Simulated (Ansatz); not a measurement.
A nudged elastic band was laid between two geometries of a periodic cell of 31 atoms, Al (host Al, host structure fcc, one Al atom removed).

Computed with DFT PBE, scalar-relativistic, plane waves, PAW (Ansatz). Settings: PAW set soft_1, cutoff 420 eV, k mesh 3x3x3, gaussian smearing 0.05 eV, no spin polarisation.

```json
{
  "movable images": "5",
  "climbing image": "yes",
  "spring": "10.0 eV/Å²",
  "optimiser": "quadratic models (default)",
  "start path": "straight line",
  "force threshold": "0.05 eV/Å",
  "iteration limit": "33",
  "end points": "relaxed"
}
```

First end point:

```xyz
31
Lattice="8.1000 0.0000 0.0000 0.0000 8.1000 0.0000 0.0000 0.0000 8.1000" Properties=species:S:1:pos:R:3
Al 4.027 0.015 0.000
Al 6.068 2.026 0.001
Al 6.068 -0.006 2.031
Al 0.011 0.017 0.000
Al 4.028 4.036 0.001
Al 6.069 6.074 0.000
Al 2.019 0.015 2.010
Al 4.026 2.026 2.008
Al 6.069 4.058 2.033
Al 4.052 -0.005 4.049
Al 6.068 2.025 4.049
Al 6.069 -0.007 6.068
Al 0.011 4.033 0.001
Al 2.019 6.075 0.000
Al 0.010 2.025 2.010
Al 2.020 4.036 2.009
Al 4.051 6.076 2.033
Al -0.014 -0.007 4.050
Al 2.018 2.025 4.051
Al 4.050 4.057 4.050
Al 6.068 6.076 4.050
Al 2.019 0.016 6.090
Al 4.027 2.025 6.092
Al 6.069 4.056 6.068
Al -0.015 6.075 2.031
Al -0.013 4.059 4.050
Al 2.018 6.076 4.049
Al 0.009 2.025 6.090
Al 2.019 4.035 6.092
Al 4.050 6.075 6.066
Al -0.013 6.075 6.069
```

Last end point:

Only the atoms that move by more than 0.05 Å are listed.
```
Al5 2.044 2.044 0.000
```

Task: What changes between the two ends?

Result: The atom that moves furthest is Al5, by 2.81 Å; four of its nearest neighbours are Al16 2.84, Al8 2.84, Al29 2.84, Al23 2.84 Å at the first end and Al23 2.84, Al29 2.84, Al8 2.84, Al16 2.84 Å at the last.

Task: Give the energies along the band, and the barrier.

Result: The run converged. The highest image is number 3 of 0 to 6, 0.68 eV above the first end and 0.68 eV above the last; the last end lies 0.00 eV above the first. By the program's own check the climbing image is a first-order saddle point (lowest curvatures found: -1.56 and 0.63 eV/Å²). Limits of this set-up: coarse k mesh, a small cell, in which the defect meets its images, a typed lattice constant that wasn't relaxed here.

| image | path coordinate (Å) | energy (eV) |
| --- | --- | --- |
| 0 | 0.00 | 0.00 |
| 1 | 0.49 | 0.17 |
| 2 | 0.98 | 0.51 |
| 3 | 1.48 | 0.68 |
| 4 | 1.97 | 0.51 |
| 5 | 2.46 | 0.17 |
| 6 | 2.95 | 0.00 |

Task: What is the geometry of the highest image?

Result: 
```xyz
31
Lattice="8.1000 0.0000 0.0000 0.0000 8.1000 0.0000 0.0000 0.0000 8.1000" Properties=species:S:1:pos:R:3:forces:R:3
Al 4.016 0.053 0.000 0.00 0.00 0.00
Al 6.019 2.056 0.000 0.00 0.00 0.00
Al 6.080 -0.008 2.034 0.00 0.00 0.00
Al 0.002 0.005 0.000 0.00 0.00 0.00
Al 3.034 3.038 0.000 0.00 0.00 0.00
Al 6.067 6.070 0.000 0.00 0.00 0.00
Al 2.012 0.029 1.991 0.00 0.00 0.00
Al 4.100 1.972 2.176 0.00 0.00 0.00
Al 6.043 4.060 1.991 0.00 0.00 0.00
Al 4.053 -0.071 4.050 0.00 0.00 0.00
Al 6.143 2.020 4.050 0.00 0.00 0.00
Al 6.080 -0.008 6.066 0.00 0.00 0.00
Al 0.050 4.019 0.000 0.00 0.00 0.00
Al 2.053 6.022 0.000 0.00 0.00 0.00
Al 0.026 2.015 1.991 0.00 0.00 0.00
Al 1.968 4.104 2.176 0.00 0.00 0.00
Al 4.057 6.046 1.991 0.00 0.00 0.00
Al -0.004 -0.001 4.050 0.00 0.00 0.00
Al 2.004 2.007 4.050 0.00 0.00 0.00
Al 4.065 4.068 4.050 0.00 0.00 0.00
Al 6.073 6.076 4.050 0.00 0.00 0.00
Al 2.012 0.029 6.109 0.00 0.00 0.00
Al 4.100 1.972 5.924 0.00 0.00 0.00
Al 6.043 4.060 6.109 0.00 0.00 0.00
Al -0.012 6.084 2.034 0.00 0.00 0.00
Al -0.074 4.056 4.050 0.00 0.00 0.00
Al 2.016 6.146 4.050 0.00 0.00 0.00
Al 0.026 2.015 6.109 0.00 0.00 0.00
Al 1.968 4.104 5.924 0.00 0.00 0.00
Al 4.057 6.046 6.109 0.00 0.00 0.00
Al -0.012 6.084 6.066 0.00 0.00 0.00
```

Time of the run: 9.6 min on 4 threads of Arm Neoverse V2 (shared host), peak memory 4 GiB.
